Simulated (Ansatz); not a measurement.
# Alloy of Si and Ge (48 of 64 Si sites exchanged), 64 atoms

How does this alloy cell relax, and what gap do PBEsol and HSE06 with spin–orbit coupling give?

All numbers are computed with Ansatz 0.2.0 (PAW, plane waves).

**1. Starting point**

64 atoms (16 Si, 48 Ge); a = 11.230 Å, b = 11.230 Å, c = 11.230 Å, α = 90.00°, β = 90.00°, γ = 90.00°. All atoms were shaken off their sites by about 0.02 Å along each axis.

Plan of the steps: (2) PBEsol cell relaxation at the single k point (¼, ¼, ¼), on 1 × data-centre GPU with 4 threads; (3) HSE06 with spin–orbit coupling single point at the Γ point alone, on 1 × data-centre GPU with 4 threads.

**2. PBEsol relaxation of the cell and the positions**

in.yaml

```yaml
crystal:
  lattice:
    - [11.229783, 0.000000, 0.000000]
    - [0.000000, 11.229783, 0.000000]
    - [0.000000, 0.000000, 11.229783]
  atoms:
    - { symbol: Si, position: [0.999389, 0.000206, 0.000930] }
    - { symbol: Si, position: [0.499836, 0.995647, 0.001667] }
    - { symbol: Si, position: [0.500656, 0.998712, 0.498023] }
    - { symbol: Si, position: [0.124692, 0.126778, 0.623216] }
    - { symbol: Si, position: [0.124224, 0.623064, 0.625416] }
    - { symbol: Si, position: [0.624256, 0.125676, 0.122775] }
    - { symbol: Si, position: [0.624664, 0.124571, 0.623193] }
    - { symbol: Si, position: [0.626309, 0.622873, 0.626642] }
    - { symbol: Si, position: [0.251392, 0.248712, 0.500153] }
    - { symbol: Si, position: [0.748990, 0.251770, 0.500059] }
    - { symbol: Si, position: [0.751540, 0.750474, 0.002044] }
    - { symbol: Si, position: [0.873323, 0.875761, 0.624898] }
    - { symbol: Si, position: [0.748820, 0.999786, 0.749783] }
    - { symbol: Si, position: [0.374858, 0.620669, 0.375301] }
    - { symbol: Si, position: [0.875443, 0.127060, 0.874596] }
    - { symbol: Si, position: [0.127505, 0.373549, 0.873523] }
    - { symbol: Ge, position: [0.000017, 0.997368, 0.500485] }
    - { symbol: Ge, position: [0.004413, 0.501907, 0.997973] }
    - { symbol: Ge, position: [0.999814, 0.498980, 0.500542] }
    - { symbol: Ge, position: [0.501926, 0.501595, 0.002473] }
    - { symbol: Ge, position: [0.501107, 0.499492, 0.501286] }
    - { symbol: Ge, position: [0.124752, 0.126318, 0.124510] }
    - { symbol: Ge, position: [0.123772, 0.624925, 0.124975] }
    - { symbol: Ge, position: [0.625691, 0.626837, 0.123014] }
    - { symbol: Ge, position: [0.249777, 0.251407, 0.001089] }
    - { symbol: Ge, position: [0.249972, 0.751648, 0.001794] }
    - { symbol: Ge, position: [0.247923, 0.748746, 0.498094] }
    - { symbol: Ge, position: [0.750523, 0.249452, 0.000398] }
    - { symbol: Ge, position: [0.747990, 0.750019, 0.501443] }
    - { symbol: Ge, position: [0.374860, 0.373437, 0.126364] }
    - { symbol: Ge, position: [0.374757, 0.373834, 0.624311] }
    - { symbol: Ge, position: [0.376194, 0.875001, 0.123547] }
    - { symbol: Ge, position: [0.378775, 0.876953, 0.624983] }
    - { symbol: Ge, position: [0.873666, 0.373461, 0.122831] }
    - { symbol: Ge, position: [0.877966, 0.377164, 0.626535] }
    - { symbol: Ge, position: [0.873387, 0.873205, 0.123205] }
    - { symbol: Ge, position: [0.253453, 0.000096, 0.253291] }
    - { symbol: Ge, position: [0.249475, 0.003750, 0.752236] }
    - { symbol: Ge, position: [0.249796, 0.498469, 0.250985] }
    - { symbol: Ge, position: [0.248957, 0.501433, 0.748976] }
    - { symbol: Ge, position: [0.747688, 0.001180, 0.251500] }
    - { symbol: Ge, position: [0.749637, 0.499002, 0.251909] }
    - { symbol: Ge, position: [0.751661, 0.499936, 0.750021] }
    - { symbol: Ge, position: [0.371432, 0.125203, 0.372003] }
    - { symbol: Ge, position: [0.375497, 0.122717, 0.876277] }
    - { symbol: Ge, position: [0.372828, 0.626788, 0.871980] }
    - { symbol: Ge, position: [0.873000, 0.126234, 0.375548] }
    - { symbol: Ge, position: [0.874831, 0.622462, 0.376213] }
    - { symbol: Ge, position: [0.876666, 0.625695, 0.877307] }
    - { symbol: Ge, position: [0.999371, 0.247098, 0.248486] }
    - { symbol: Ge, position: [0.001287, 0.252145, 0.750837] }
    - { symbol: Ge, position: [0.998870, 0.748503, 0.250209] }
    - { symbol: Ge, position: [0.999887, 0.750775, 0.750230] }
    - { symbol: Ge, position: [0.498278, 0.250568, 0.250682] }
    - { symbol: Ge, position: [0.500261, 0.251794, 0.749903] }
    - { symbol: Ge, position: [0.501993, 0.750765, 0.247314] }
    - { symbol: Ge, position: [0.502079, 0.748089, 0.752059] }
    - { symbol: Ge, position: [0.125360, 0.375459, 0.374700] }
    - { symbol: Ge, position: [0.124280, 0.871104, 0.374190] }
    - { symbol: Ge, position: [0.125258, 0.870501, 0.873441] }
    - { symbol: Ge, position: [0.624211, 0.375190, 0.375388] }
    - { symbol: Ge, position: [0.625134, 0.376169, 0.876981] }
    - { symbol: Ge, position: [0.622002, 0.877506, 0.374576] }
    - { symbol: Ge, position: [0.625758, 0.876686, 0.874420] }
  symmetry: { detect: false }
kpoints:
  mp_grid: { grid: [1, 1, 1], shift: [0.25, 0.25, 0.25] }
hamiltonian:
  xc: pbesol
scf:
  occupations: { method: fermi_dirac, width: 0.01 }
relax:
  f_tol: 0.03
  max_steps: 80
  escape_saddle: false
  adjacent_minimum: "off"
  cell: { fix: [shape] }
output:
  forces: true
  eigenvalues: true
  populations: true
```

The runs that follow: HSE06 with spin–orbit coupling single point.

Before running it: what results should come out? Wanted: for each run, top filled to lowest empty.

As calculated:

```
                         level          time   k points  top filled to lowest empty (eV)
            PBEsol, relaxation    31 s (GPU)  (¼, ¼, ¼)                             0.85
HSE06 with spin–orbit coupling  17 min (GPU)          Γ                             0.98
```

```
     quantity                                                                         value
   relaxation                                              4 recorded steps, 0.77 eV gained
largest shift                                                                 0.10 Å (Ge44)
 relaxed cell  a = 11.211 Å, b = 11.211 Å, c = 11.211 Å, α = 90.00°, β = 90.00°, γ = 90.00°
   mean bonds                                       Ge–Ge 2.449, Ge–Si 2.406, Si–Si 2.370 Å
```

Relaxation gains 0.77 eV, with shifts up to 0.10 Å (Ge44), while the volume changes by -0.5 %. The mean lengths of the listed bonds run from Si–Si 2.37 Å to Ge–Ge 2.45 Å. The relaxation ran on other k points, so part of any difference from the later rows can come from the mesh. With one k point the spacing samples only the states that fold onto it, so it can exceed the gap over the zone.
